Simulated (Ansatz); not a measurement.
# CH₆OSi₂: one species, many methods

An exercise on one series of results from a longer session: the logs are not shown, and one member is left open.

Program: Ansatz 0.2.0, Gaussian basis. Level of theory: functionals in def2-TZVPP, the program's frozen cores in correlated methods. These are calculated values, not measurements.

The runs, in order: LDA (SPW92), PBE-D4, revPBE-D4, BLYP-D4, r2SCAN-D4, B97M-V, PBE0-D4, B3LYP-D4, r2SCANh-D4, r2SCAN0-D4, HSE06-D4, BHLYP-D4, CAM-B3LYP-D4, LC-ωPBE, ωB97X-V, ωB97M-V, B2PLYP, PBE-QIDH; CCSD(T)/def2-SVP; CCSD(T)/def2-TZVPP; MP2/def2-QZVPP; extrapolation to the limit; RPA on PBE.

**The geometry**

All runs share one geometry, relaxed beforehand with PBE0-D4 in a triple-zeta def2 set.

10 atoms, charge 0, spin multiplicity 1.

Atoms are counted from 1 here; the program's logs count them from 0.

Bond lengths: Si1–C2 1.866 Å, Si1–H5 1.488 Å, Si1–H6 1.487 Å, Si1–H7 1.486 Å, C2–O3 1.495 Å, C2–Si4 1.810 Å, C2–H8 1.092 Å, O3–Si4 1.659 Å, Si4–H9 1.478 Å, Si4–H10 1.478 Å. Angles: C2–Si1–H5 108.6°, C2–Si1–H6 111.6°, C2–Si1–H7 109.2°, H5–Si1–H6 109.0°, H5–Si1–H7 109.5°, H6–Si1–H7 108.9°, Si1–C2–O3 114.1°, Si1–C2–Si4 123.3°, Si1–C2–H8 116.7°, O3–C2–Si4 59.4°, O3–C2–H8 111.5°, Si4–C2–H8 116.9°, C2–O3–Si4 69.8°, C2–Si4–O3 50.8°, C2–Si4–H9 121.8°, C2–Si4–H10 121.5°, O3–Si4–H9 117.2°, O3–Si4–H10 116.6° and more.

The first run:

File in.yaml:

```yaml
crystal:
  periodic: [false, false, false]
  atoms:
    - {symbol: Si, position_ang: [-0.128802, 1.521376, 0.272078]}
    - {symbol: C, position_ang: [-0.252149, -0.319140, 0.552737]}
    - {symbol: O, position_ang: [1.069743, -1.014605, 0.624569]}
    - {symbol: Si, position_ang: [0.212647, -1.548218, -0.692110]}
    - {symbol: H, position_ang: [-1.498036, 2.060905, 0.052111]}
    - {symbol: H, position_ang: [0.482194, 2.212731, 1.438385]}
    - {symbol: H, position_ang: [0.704794, 1.777568, -0.931617]}
    - {symbol: H, position_ang: [-0.921933, -0.650598, 1.348451]}
    - {symbol: H, position_ang: [0.710017, -1.156108, -2.027391]}
    - {symbol: H, position_ang: [-0.295573, -2.935210, -0.634314]}
basis:
  gaussian: {orbitals: def2-TZVPP}
hamiltonian: {xc: lda}
output: {orbitals: {seedname: orbitals}}
```

On the command line:

```
$ ansatz run in.yaml --threads 2 --pin off --events-out ev --progress --plain --max-ram 4352MiB
```

Among the steps run: LDA; PBE-D4 (GGA); revPBE-D4 (GGA); BLYP-D4 (GGA); r2SCAN-D4 (meta-GGA); B97M-V (meta-GGA); B3LYP-D4 (hybrid); r2SCANh-D4 (hybrid); r2SCAN0-D4 (hybrid); HSE06-D4 (hybrid); BHLYP-D4 (hybrid); CAM-B3LYP-D4 (range-separated); LC-ωPBE (range-separated); ωB97X-V (range-separated); ωB97M-V (range-separated); B2PLYP (double hybrid); PBE-QIDH (double hybrid).

One of the session's tables, all rows but one given; the rest of the session is left out.

| functional | HOMO (eV) | gap (eV) |
| --- | --- | --- |
| LDA (SPW92) | -6.57 | 4.80 |
| PBE-D4 | -6.42 | 4.86 |
| revPBE-D4 | -6.36 | 4.89 |
| BLYP-D4 | -6.28 | 4.83 |
| r2SCAN-D4 | -6.66 | 5.39 |
| B97M-V | -6.80 | 5.36 |
| PBE0-D4 | -7.67 | 6.96 |
| B3LYP-D4 | -7.45 | 6.51 |
| r2SCANh-D4 | -7.13 | 6.16 |
| r2SCAN0-D4 | -7.83 | 7.29 |
| HSE06-D4 | -7.27 | 6.18 |
| BHLYP-D4 | ? | ? |
| CAM-B3LYP-D4 | -9.01 | 9.28 |
| LC-ωPBE | -10.35 | 11.78 |
| ωB97X-V | -9.99 | 11.29 |
| ωB97M-V | -9.88 | 10.89 |

Estimate the missing values for BHLYP-D4.

Worked estimate for «HOMO (eV)». Against the share of exact exchange, BLYP-D4 (0, -6.28), B3LYP-D4 (0.2, -7.45) give a slope of -5.85 per unit share; at 0.5 the line stands at -9.20.

The run gave: HOMO (eV): -8.79; gap (eV): 8.92. In «HOMO (eV)» the line misses by -0.41.
